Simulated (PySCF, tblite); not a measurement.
# C4H9Si2 radical: geometry, infrared bands and EPR parameters

What infrared bands and EPR parameters should C4H9Si2 radical (`C=C/C([SiH2])=C/[SiH3]`) show?

Programs: tblite 0.8.0 and PySCF 2.14.0, with density-fitted response routines of our own. Each step states its level of theory. These are calculated values for one molecule in the gas phase, unless marked as measured. Atoms count from 0, in the outputs and in this text.

## Step 1: The molecule as given

15 atoms, charge 0, multiplicity 2; geometry from: force field or distance geometry start.

Bonds of the start (Å): C0–C1 1.30, C1–C2 1.45, C2–Si3 1.85, C2–C4 1.33, C4–Si5 1.84, C0–H6 1.09, C0–H7 1.09, C1–H8 1.09, Si3–H9 1.46, Si3–H10 1.46, C4–H11 1.09, Si5–H12 1.48, Si5–H13 1.46, Si5–H14 1.46.

## Step 2: Geometry optimisation with GFN2-xTB

The job: settings as JSON, then the geometry in Å.

```
{"job": {"kind": "relax", "xc": "GFN2-xTB", "basis": "xTB"}, "charge": 0, "multiplicity": 2}
C      2.193000     1.552400    -0.154900
C      1.525700     0.684800     0.554900
C      0.352000     0.062500    -0.029500
Si    -0.124600     0.583800    -1.741900
C     -0.391000    -0.833500     0.618700
Si    -1.884700    -1.606500    -0.133500
H      3.081100     2.081600     0.176300
H      1.833400     1.796500    -1.150900
H      1.800500     0.369700     1.565600
H     -1.385100    -0.000200    -2.194200
H     -0.069800     2.037400    -1.872900
H     -0.092400    -1.123100     1.630200
H     -2.065500    -2.889500     0.575800
H     -1.725700    -1.926300    -1.551800
H     -3.051100    -0.781500     0.180600
```

Started as:

```bash
> OMP_NUM_THREADS=1 python probes_run.py task.json out
```

The driver reads the jobs from task.json and runs them one after another.

**Question.** This job is followed by: GFN2-xTB harmonic vibrations, gas phase; UKS B3LYP, pcH-1 on C H Si, non-relativistic, mean-field spin-orbit, GIAO. What will the session give for the following? strongest single infrared mode (GFN2-xTB); zero-point energy (GFN2-xTB); g(iso) (B3LYP); ⟨S²⟩; largest a(iso) (averaged by class); surface potential, 1st and 99th percentile.

**Answer**, as computed:

| quantity | value |
| --- | --- |
| strongest single infrared mode (GFN2-xTB) | 2157 cm⁻¹, 430 km/mol |
| zero-point energy (GFN2-xTB) | 63.8 kcal/mol |
| g(iso) (B3LYP) | 2.00356 |
| ⟨S²⟩ | 0.770 (exact 0.75) |
| largest a(iso) (averaged by class) | 29Si on Si3, -142.3 MHz |
| surface potential, 1st and 99th percentile | -0.52 V and 0.90 V |

What this shows: Relaxing lowered the energy by 0.534 eV in 77 steps; the close pair that moved most is C2–C4, from 1.332 to 1.375 Å. All 39 modes are real, so the xTB geometry is a minimum. The strongest single mode, at 2157 cm⁻¹, moves mainly H14 and H13. GFN2-xTB is a fitted tight-binding method: band positions and strengths are rough. Its intensities can rank the bands wrongly. The largest share of the spin, 0.94 e, sits on Si3. The isotropic g lies 1.2 ppt above the free-electron value.
